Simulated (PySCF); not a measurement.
# C6H9BN2: the cost of one run

Computed with PySCF 2.14.0 and routines of our own; the level stands in each step. Atoms count from 0.

## 1. The system as given

18 atoms, charge 0, multiplicity 1; geometry from: GFN2-xTB.

## 2. Magnetic properties: GIAO B3LYP/pcSseg-1

Job settings and geometry (Å):

```
{"job": {"kind": "mag", "xc": "B3LYP", "basis": "pcSseg-1", "isotopologues": 0}, "charge": 0, "multiplicity": 1}
C     -2.556255    -1.606044    -1.297851
N     -1.824039    -0.767952    -0.751331
B     -1.029018     0.128366    -0.159046
C     -1.159273     1.685999    -0.451196
C      0.129978    -0.404875     0.842809
C      1.378498    -0.545671     0.061356
C      2.399524     0.316069     0.105162
C      3.544358     0.171858    -0.694308
N      4.482531     0.064705    -1.347931
H     -3.498196    -1.919181    -0.852150
H     -2.287904    -2.063672    -2.247645
H     -1.341012     2.239653     0.467278
H     -1.960382     1.923704    -1.145307
H     -0.231339     2.067759    -0.872111
H     -0.150393    -1.372881     1.258495
H      0.273306     0.302752     1.658980
H      1.427599    -1.388076    -0.617417
H      2.393257     1.173807     0.765796
```

Method: GIAO B3LYP/pcSseg-1 magnetisability, rotational g tensor and spin-rotation constants, non-relativistic, gas phase.

Started as:

```bash
$ OMP_NUM_THREADS=1 python excited_run.py task.json out
```

The driver reads the jobs from task.json and runs them one after another.

**Question.** How long does this first job take on 1 thread of Arm Neoverse V2, shared host, and how much memory does it need?

About 48 s, with a peak of 0.87 GiB.
